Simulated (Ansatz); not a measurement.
Runs of Ansatz 0.2.0 on NiMoIrPdW. It takes space group P3m1 (No. 156, trigonal). Conventional cell: a = 2.766 Å, b = 2.766 Å, c = 11.023 Å, α = 90.00°, β = 90.00°, γ = 120.00°. Around Ni (site symmetry 3m) lie 3 Mo at 2.60 Å and 3 Pd at 2.71 Å and 6 Ni at 2.77 Å. Mo (site symmetry 3m) is surrounded by 3 Ni at 2.60 Å and 6 Mo at 2.77 Å and 3 Ir at 2.82 Å. Pd (site symmetry 3m) is surrounded by 3 Ni at 2.71 Å and 3 W at 2.74 Å and 6 Pd at 2.77 Å. Ir (site symmetry 3m) has 3 W at 2.74 Å and 6 Ir at 2.77 Å and 3 Mo at 2.82 Å as nearest neighbours. Around W (site symmetry 3m) lie 3 Pd at 2.74 Å and 3 Ir at 2.74 Å and 6 W at 2.77 Å. The cell was built by a generator and needn't be a form met in nature.

| task | level | potentials or basis | spin | cell | k mesh | cutoff (eV) | atoms under strain | points for each segment of the path | target pressure (GPa) | mesh quality | gap on the mesh (eV) | pressure (GPa) | moment (μB) | relaxed volume (Å³/atom) | largest force (eV/Å) |
| --- | --- | --- | --- | --- | --- | --- | --- | --- | --- | --- | --- | --- | --- | --- | --- |
| relaxation of cell and atoms | PBEsol | Ansatz PAW | collinear, ferromagnetic start | relaxed | 8 × 8 × 2 | 420 | - | - | - | not flagged | none | 0.0 | 0.00 | (a) | 0.01 |
| relaxation of cell and atoms | PBE+D3(BJ) | Ansatz PAW | collinear, ferromagnetic start | relaxed | 8 × 8 × 2 | 420 | - | - | - | not flagged | none | 0.0 | 0.00 | 14.23 | - |
| elastic constants | PBE | Ansatz PAW | collinear, ferromagnetic start | as given | 7 × 7 × 2 | 420 | relaxed | - | - | coarse | none | 0.2 | 0.00 | - | - |
| band structure | RPBE | Ansatz PAW | collinear, ferromagnetic start | as given | 11 × 11 × 3 | 420 | - | 14 | - | not flagged | none | (c) | 0.00 | - | 0.18 |
| relaxation of cell and atoms | PBE | Ansatz PAW | collinear, ferromagnetic start | relaxed to 2 GPa | 8 × 8 × 2 | 420 | - | - | 2 | not flagged | none | 2.0 | 0.00 | - | - |
| single point | PBE | PseudoDojo standard (PBE files) | collinear, ferromagnetic start | as given | 11 × 11 × 3 | 1333 | - | - | - | not flagged | none | 0.1 | 0.00 | - | 0.17 |
| band structure | PBE | Ansatz PAW | non-collinear, ferromagnetic start, SOC | as given | 8 × 8 × 2 | 420 | - | 14 | - | not flagged | none | (b) | 0.00 | - | 0.08 |
| relaxation of cell and atoms | PBE | Ansatz PAW | collinear, ferromagnetic start | relaxed to 5 GPa | 8 × 8 × 2 | 420 | - | - | 5 | not flagged | none | 5.0 | 0.00 | - | 0.01 |

Alike in all rows: smearing fermi-dirac 0.05 eV.

Question: Estimate the missing entries.

Answer: (a) 14.11; (b) 0.4; (c) 4.2.

Caveats: some runs use coarse meshes; the starting moments weren't kept; the plane-wave basis is chosen anew once the cell has moved, so the energies of steps on either side of that aren't comparable (some runs); the PAW data sets come from PBE, with cores solved anew for the run's functional, which leaves a small shift of forces and pressure (some runs); pairwise dispersion overbinds metals, which lowers pressure and volume (some runs); elastic constants of metals need much finer meshes, so these are rough (some runs); spin-orbit coupling is left out, which moves the levels of the heavy elements (some runs); the thresholds are loose for stress (some runs).

A k mesh can miss the band edges, and rows without SOC leave out spin-orbit coupling on Ir, Mo, Pd, W.

A gap of «none» marks a metal or a gap under the smearing width.
